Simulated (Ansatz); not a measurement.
CdS, space group F-43m: cell relaxations under several functionals, run with Ansatz's Python interface.

`lattice_cds.py`:
```python
"""How the lattice of CdS depends on the functional."""

import ansatz
import numpy as np

MESH = (6, 6, 6)
OCCUPATIONS = "methfessel_paxton"
FMAX = 0.005

def edges_and_angles(cell):
    cell = np.asarray(cell)
    a, b, c = np.linalg.norm(cell, axis=1)
    cosines = cell[1] @ cell[2] / (b * c), cell[0] @ cell[2] / (a * c), cell[0] @ cell[1] / (a * b)
    return (a, b, c, *np.degrees(np.arccos(cosines)))

structure = (
    ansatz.Lattice.from_parameters(4.124554, 4.124554, 4.124554, alpha=60.0, beta=60.0, gamma=60.0)
    .atom("Cd", (0.0, 0.0, 0.0))
    .atom("S", (0.25, 0.25, 0.25))
)

base = structure.calculation().kpoints(*MESH).occupations(OCCUPATIONS).relax(cell=True, force_tolerance=FMAX)

levels = [("revpbe", "d3bj"), ("r2scan", "none"), ("pbe", "none")]
print("level            a       b       c    alpha   beta  gamma  V/atom  steps")
for name, dispersion in levels:
    seen = []
    run = base.functional(name, dispersion=dispersion).session().plan()
    out = run.execute(on_event=lambda e: seen.append(e) if e["event"] == "relax_step" else None)
    cell = out.lattice.cell_ang
    label = name if dispersion == "none" else f"{name}+{dispersion}"
    print("{:13s} {:7.4f} {:7.4f} {:7.4f} {:6.2f} {:6.2f} {:6.2f}".format(label, *edges_and_angles(cell)), f"{abs(np.linalg.det(cell)) / len(out.lattice.sites):7.3f} {len(seen):5d}")
```

Rank the levels of theory by the volume of the relaxed cell.

From smallest to largest: revPBE+D3BJ (24.83 Å³ an atom, +0.1 % against the start), r2SCAN (25.40 Å³ an atom, +2.4 % against the start) and PBE (26.02 Å³ an atom, +4.9 % against the start). The spread is 4.8 % in volume.

What the script printed:

```console
$ python lattice_cds.py
level            a       b       c    alpha   beta  gamma  V/atom  steps
DeckWarning: basis.ecutwfc = 420 eV, auto-derived from the records' recommended cutoffs: set by Cd (normal level)
revpbe+d3bj    4.1260  4.1260  4.1260  60.00  60.00  60.00  24.835     3
DeckWarning: basis.ecutwfc = 500 eV, auto-derived from the records' recommended cutoffs: set by Cd (their level for a meta-GGA)
r2scan         4.1569  4.1569  4.1569  60.00  60.00  60.00  25.397     3
pbe            4.1908  4.1908  4.1908  60.00  60.00  60.00  26.021     4
```
(Warnings from the package without file and line.)

Notes:
- Forces vanish by symmetry, so the ions can't move, and the end may be a saddle.
- Edges and angles are those of the cell as typed, here a primitive one, not of the conventional cell.
- The starting cell is as deposited in a crystallographic database; the results hold for this polymorph, which needn't be the stable one.
- The whole script took 36 s on 1 thread of Intel(R) Xeon(R) Processor @ 2.30GHz, on a shared host, peak memory 0.66 GiB.
